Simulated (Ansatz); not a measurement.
The system is BaH4.

```
Ba H
1.0
     2.29082    1.32260    3.53625
    -2.29082    1.32260    3.53625
     0.00000   -2.64521    3.53625
Ba H
1 4
Direct
  0.00000 0.00000 0.00000
  0.74087 0.74087 0.74087
  0.25913 0.25913 0.25913
  0.46369 0.46369 0.46369
  0.53631 0.53631 0.53631
```

The cell was built by a generator and needn't be a form met in nature.

Base run:

| Quantity | Value |
| --- | --- |
| Program | Ansatz 0.2.0 |
| Functional | LDA |
| Potentials or basis | Ansatz PAW |
| Cutoff | 420 eV (not typed: the program's choice for these potentials) |
| k mesh | 5 × 5 × 5 |
| Occupations | fermi-dirac, width 0.05 eV |
| Spin | no spin polarisation |

Its results: band gap on the k mesh 2.44 eV, indirect (least direct gap 2.89 eV); pressure -2.7 GPa; largest force 0.772 eV/Å.

**Question.** The run is repeated on the same cell with these changes: functional from LDA to revPBE. What comes out?

**Answer.** Band gap on the k mesh 2.86 eV, indirect (least direct gap 3.28 eV); pressure 1.1 GPa; largest force 0.211 eV/Å.

revPBE binds less tightly than LDA, so the same cell stands under more pressure.

Caveats: the k mesh misses the band edges, so the gap on the mesh is wider than the one along the path; spin-orbit coupling is left out, which moves the levels of the heavy elements; the PAW data sets come from PBE, with cores solved anew for the run's functional, which leaves a small shift of forces and pressure.
